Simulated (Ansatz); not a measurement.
# ZrSi7: the cost of one run

Program: Ansatz 0.2.0. Level of theory: DFT PBE, scalar-relativistic, plane waves, PAW, unless a step names another level. These are calculated values, not measurements.

16 further runs of the same task are left out: 16 set aside as unsound or not needed. Runs told in other sessions of the task aren't counted.

## Step 1: What the formula suggests

Pauling electronegativities: Zr 1.33, Si 1.90 (spread 0.57). No set of common oxidation states balances it. Tabulated atomic sizes suggest about 15 Å³/atom. 35 candidates were drawn, by swapping species into database cells of other compounds, at random by space group and Wyckoff sites, or by hand, as the table says:

```tsv
name	made from	space group no.	Wyckoff sites	atoms (primitive cell)	V (Å³/atom)
c01	built by hand: Ordered simple-cubic superstructure	221	Zr 1a; Si 3d, 3c, 1b	8	14.7
c02	random	65	Zr 2c; Si 8n, 4l, 2d	8	17.5
c03	built by hand: Ordered substituted diamond	215	Zr 1a; Si 4e, 3c	8	17.6
c04	random	107	Zr 2a; Si 8c, 4b, 2a	8	17.4
c05	random	139	Zr 2a; Si 8j, 4e, 2b	8	17.4
c06	random	225	Zr 4b; Si 24e, 4a	8	15.1
c07	random	183	Zr 1a; Si 3c, 3c, 1a	8	15.9
c08	database cell of Mg7Sc	225	Zr 4a; Si 4b, 24d	8	20.5
c09	built by hand: Kagome-cage layered silicide	191	Zr 1a; Si 6i, 1b	8	14.7
c10	database cell of Si7Ge	215	Zr 1a; Si 4e, 3c	8	20.0
c11	random	139	Zr 2b; Si 4d, 4c, 2a, 4e	8	16.0
c12	random	216	Zr 4c; Si 16e, 4d, 4a, 4b	8	15.7
c13	random	160	Zr 3a; Si 18c, 3a	8	17.5
c14	random	183	Zr 1a; Si 6d, 1a	8	17.9
c15	random	216	Zr 4d; Si 24f, 4c	8	18.2
c16	random	216	Zr 4c; Si 24f, 4b	8	19.1
c17	random	166	Zr 3a; Si 18f, 3b	8	18.5
c18	random	164	Zr 1b; Si 6i, 1a	8	18.0
c19	random	139	Zr 2b; Si 8i, 4d, 2a	8	18.1
c20	random	216	Zr 4c; Si 24f, 4a	8	18.0
c21	random	107	Zr 2a; Si 8d, 4b, 2a	8	18.7
c22	built by hand: Layered AuCu3 derivative	123	Zr 1a; Si 1c, 4i, 1b, 1d	8	14.7
c23	random	191	Zr 1b; Si 6m, 1a	8	16.0
c24	random	187	Zr 1e; Si 6n, 1d	8	18.0
c25	random	12	Zr 2c; Si 8j, 2a, 4e	8	15.9
c26	database cell of Mg7Sb	187	Zr 1b; Si 3k, 3j, 1e	8	19.1
c27	database cell of Mg7Sn	187	Zr 1a; Si 3j, 3k, 1d	8	18.8
c28	random	191	Zr 1a; Si 6j, 1b	8	18.8
c29	database cell of YMg7	187	Zr 1a; Si 3j, 3k, 1f	8	20.5
c30	random	221	Zr 1a; Si 6e, 1b	8	18.1
c31	random	22	Zr 4d; Si 4a, 8j, 8f, 8i	8	17.1
c32	database cell of LiPt7	225	Zr 4b; Si 4a, 24d	8	14.8
c33	database cell of Mg7Cu	187	Zr 1e; Si 3j, 3k, 1b	8	19.5
c34	built by hand: Ca7Ge	225	Zr 4a; Si 24d, 4b	8	14.7
c35	database cell of Fe7Co	229	Zr 2a; Si 6b, 8c	8	15.8
```

## Step 2: Screening run of c07

input.yaml reads:

```yaml
crystal:
  lattice:
    - [4.62433718, 0.0, 0.0]
    - [-2.31216859, 4.00479348, 0.0]
    - [0.0, 0.0, 6.87885717]
  atoms:
    - { symbol: Zr, position: [0.0, 0.0, 0.98867426] }
    - { symbol: Si, position: [0.5, 0.0, 0.97354346] }
    - { symbol: Si, position: [0.0, 0.5, 0.97354346] }
    - { symbol: Si, position: [0.5, 0.5, 0.97354346] }
    - { symbol: Si, position: [0.5, 0.0, 0.70458597] }
    - { symbol: Si, position: [0.0, 0.5, 0.70458597] }
    - { symbol: Si, position: [0.5, 0.5, 0.70458597] }
    - { symbol: Si, position: [0.0, 0.0, 0.28777751] }
basis:
  ecutwfc: 420
kpoints:
  mp_grid: { grid: [4, 4, 3] }
hamiltonian:
  xc: pbe
scf:
  occupations: { method: gaussian, width: 0.2 }
  lower_state_search: "off"
output:
  forces: true
  stress: true
  eigenvalues: true
relax:
  adjacent_minimum: "off"
  f_tol: 0.08
  max_steps: 16
  cell: { stress_tol: 0.8 }
```

Command:

```
ansatz run input.yaml --threads 1 --pin off --max-ram 2560MiB --backend cpu --events-out ev --progress --plain --runs-dir out
```

**Question.** How long does this run take on 1 thread of AMD EPYC 9R45 (Zen 5), shared host, and how much memory does it need?

About 21 s, with a peak of 0.41 GiB.
